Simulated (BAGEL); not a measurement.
# SiHCl2OF (SMILES O[Si](F)(Cl)Cl): HF/STO-3G (density fitting with qzvpp-jkfit)

Aim: the vertical ionisation energy of SiHCl2OF at HF/STO-3G (density fitting with qzvpp-jkfit), from 2 runs. 

Program for the calculation: BAGEL 1.2.2.

1 further run of the same task is left out (it didn't finish). Runs told in other sessions of the task aren't counted.

## 1. The structure to begin with

The species is SiHCl2OF (6 atoms), meant as a singlet with charge 0. SMILES: `O[Si](F)(Cl)Cl`. Geometry: relaxed at PBE0-D4/def2-TZVP. This is one conformer, not always the lowest.

Bond lengths: O1–Si2 1.612 Å, Si2–F3 1.579 Å, Si2–Cl4 2.026 Å, Si2–Cl5 2.011 Å, O1–H6 0.959 Å. Angles: O1–Si2–F3 111.1°, O1–Si2–Cl4 111.7°, O1–Si2–Cl5 107.8°, F3–Si2–Cl4 106.6°, F3–Si2–Cl5 108.3°, Cl4–Si2–Cl5 111.3°, Si2–O1–H6 118.9°.

## 2. The energy at HF/STO-3G (density fitting with qzvpp-jkfit)

calc.json

```json
{ "bagel" : [

{
  "title" : "molecule",
  "basis" : "sto-3g",
  "df_basis" : "qzvpp-jkfit",
  "angstrom" : true,
  "geometry" : [
    { "atom" : "O", "xyz" : [   -0.507700,    0.453700,    1.122500 ] },
    { "atom" : "Si", "xyz" : [    0.219500,    0.013400,   -0.247400 ] },
    { "atom" : "F", "xyz" : [    1.583200,   -0.726700,    0.044400 ] },
    { "atom" : "Cl", "xyz" : [   -0.921300,   -1.272900,   -1.319600 ] },
    { "atom" : "Cl", "xyz" : [    0.618000,    1.683900,   -1.294500 ] },
    { "atom" : "H", "xyz" : [   -0.949600,   -0.215500,    1.648500 ] }
  ]
},
{
  "title" : "hf"
},
{
  "title" : "print",
  "file" : "orbitals.molden",
  "orbitals" : true
}

]}
```

Started as:

```
$ BAGEL_NUM_THREADS=1 BAGEL calc.json > calc.out
```

Log:

```text
* using 1 threads per process

  ===============================================================
  ===============================================================

  *** Geometry ***

  { "atom" : "O", "xyz" : [     -0.959414,      0.857369,      2.121218 ] },
  { "atom" : "Si", "xyz" : [      0.414795,      0.025322,     -0.467518 ] },
  { "atom" : "F", "xyz" : [      2.991814,     -1.373264,      0.083904 ] },
  { "atom" : "Cl", "xyz" : [     -1.741005,     -2.405432,     -2.493683 ] },
  { "atom" : "Cl", "xyz" : [      1.167851,      3.182110,     -2.446250 ] },
  { "atom" : "H", "xyz" : [     -1.794484,     -0.407236,      3.115214 ] },

  Number of auxiliary basis functions:      556

  Since a DF basis is specified, we compute 2- and 3-index integrals:
    o Being stored without compression. Storage requirement is 0.006 GB

  Number of basis functions:       38
  Number of electrons      :       66

    * METHOD: MOLECULE                             0.20

  *** RHF ***

  === Nuclear Repulsion ===
   382.5471134079

      * DIIS with orbital gradients will be used.

  === RHF iteration (sto-3g) ===
      0      -1367.24295572          0.01460301           0.04
      1      -1367.36963089          0.00299818           0.04
      2      -1367.37436337          0.00060036           0.04
      3      -1367.37471162          0.00012648           0.04
      4      -1367.37472894          0.00003141           0.04
      5      -1367.37473012          0.00000706           0.04
      6      -1367.37473018          0.00000108           0.04
      7      -1367.37473018          0.00000029           0.04
      8      -1367.37473018          0.00000008           0.04
      9      -1367.37473018          0.00000002           0.04
     10      -1367.37473018          0.00000001           0.04
    * SCF iteration converged.

    * Permanent dipole moment:
           (    0.068849,     0.463511,    -0.979425) a.u.

    * METHOD: HF                                   0.50

    * METHOD: PRINT                                0.00

  ===============================================================
```

Wall time 0.86 s (1 thread of Arm Neoverse V2, shared host); peak memory 0.084 GiB.

## 3. The doublet cation at the same level

hf.json

```json
{ "bagel": [

{
  "title": "molecule",
  "basis": "sto-3g",
  "df_basis": "qzvpp-jkfit",
  "angstrom": true,
  "geometry": [
    { "atom": "O", "xyz": [      -0.507700,       0.453700,       1.122500 ] },
    { "atom": "Si", "xyz": [       0.219500,       0.013400,      -0.247400 ] },
    { "atom": "F", "xyz": [       1.583200,      -0.726700,       0.044400 ] },
    { "atom": "Cl", "xyz": [      -0.921300,      -1.272900,      -1.319600 ] },
    { "atom": "Cl", "xyz": [       0.618000,       1.683900,      -1.294500 ] },
    { "atom": "H", "xyz": [      -0.949600,      -0.215500,       1.648500 ] }
  ]
},

{ "title": "uhf", "charge": 1, "nopen": 1 },

{ "title": "print", "file": "orbitals.molden", "orbitals": true }

]}
```

Started as:

```
$ BAGEL_NUM_THREADS=1 BAGEL hf.json > hf.out
```

Log:

```text
* using 1 threads per process

  ===============================================================
  ===============================================================

  *** Geometry ***

  { "atom" : "O", "xyz" : [     -0.959414,      0.857369,      2.121218 ] },
  { "atom" : "Si", "xyz" : [      0.414795,      0.025322,     -0.467518 ] },
  { "atom" : "F", "xyz" : [      2.991814,     -1.373264,      0.083904 ] },
  { "atom" : "Cl", "xyz" : [     -1.741005,     -2.405432,     -2.493683 ] },
  { "atom" : "Cl", "xyz" : [      1.167851,      3.182110,     -2.446250 ] },
  { "atom" : "H", "xyz" : [     -1.794484,     -0.407236,      3.115214 ] },

  Number of auxiliary basis functions:      556

  Since a DF basis is specified, we compute 2- and 3-index integrals:
    o Being stored without compression. Storage requirement is 0.006 GB

  Number of basis functions:       38
  Number of electrons      :       66

    * METHOD: MOLECULE                             0.20

  *** Open-shell HF ***

  === Nuclear Repulsion ===
   382.5471134079

      * DIIS with orbital gradients will be used.

  === UHF iteration (sto-3g) ===
      0      -1366.84205642          0.03260454           0.08
      1      -1367.02920961          0.00971287           0.08
      2      -1367.04368910          0.00299713           0.07
      3      -1367.04536295          0.00085379           0.07
      4      -1367.04574892          0.00011291           0.08
      5      -1367.04576599          0.00004079           0.08
      6      -1367.04576991          0.00002170           0.07
      7      -1367.04577137          0.00001229           0.08
      8      -1367.04577168          0.00000814           0.08
      9      -1367.04577176          0.00000701           0.07
     10      -1367.04577182          0.00000631           0.08
     11      -1367.04577192          0.00000500           0.08
     12      -1367.04577203          0.00000253           0.07
     13      -1367.04577206          0.00000091           0.07
     14      -1367.04577207          0.00000046           0.08
     15      -1367.04577207          0.00000021           0.08
     16      -1367.04577207          0.00000012           0.08
     17      -1367.04577207          0.00000007           0.08
     18      -1367.04577207          0.00000005           0.08
     19      -1367.04577207          0.00000004           0.08
     20      -1367.04577207          0.00000004           0.08
     21      -1367.04577207          0.00000003           0.08
     22      -1367.04577207          0.00000002           0.08
     23      -1367.04577207          0.00000001           0.08
    * SCF iteration converged.

    * S^2 (UHF) is 0.7557

    * Permanent dipole moment:
           (    0.963600,     0.293314,    -3.058865) a.u.

    * METHOD: UHF                                  1.93

    * METHOD: PRINT                                0.00

  ===============================================================
```

Run time: 2.3 s. Hardware: 1 thread of Arm Neoverse V2, shared host; peak memory 0.084 GiB.

## 4. Summary of results

Level: HF/STO-3G (density fitting with qzvpp-jkfit).

```
                                          quantity           value
                    singlet SiHCl2OF: total energy  -1367.37473 Eh
                   singlet SiHCl2OF: dipole moment          2.76 D
                     singlet SiHCl2OF: HOMO energy       -11.22 eV
                     singlet SiHCl2OF: LUMO energy         7.67 eV
                   singlet SiHCl2OF: HOMO–LUMO gap        18.89 eV
                      doublet cation: total energy  -1367.04577 Eh
                              doublet cation: ⟨S²⟩           0.756
vertical ionisation energy (to the doublet cation)        8.951 eV
```

In words: The vertical ionisation energy comes to 8.95 eV (206 kcal/mol). The negative HOMO energy of the first species, 11.22 eV, lies 2.27 eV above that difference. In a minimal basis such a difference can be off by several eV, whatever the method.
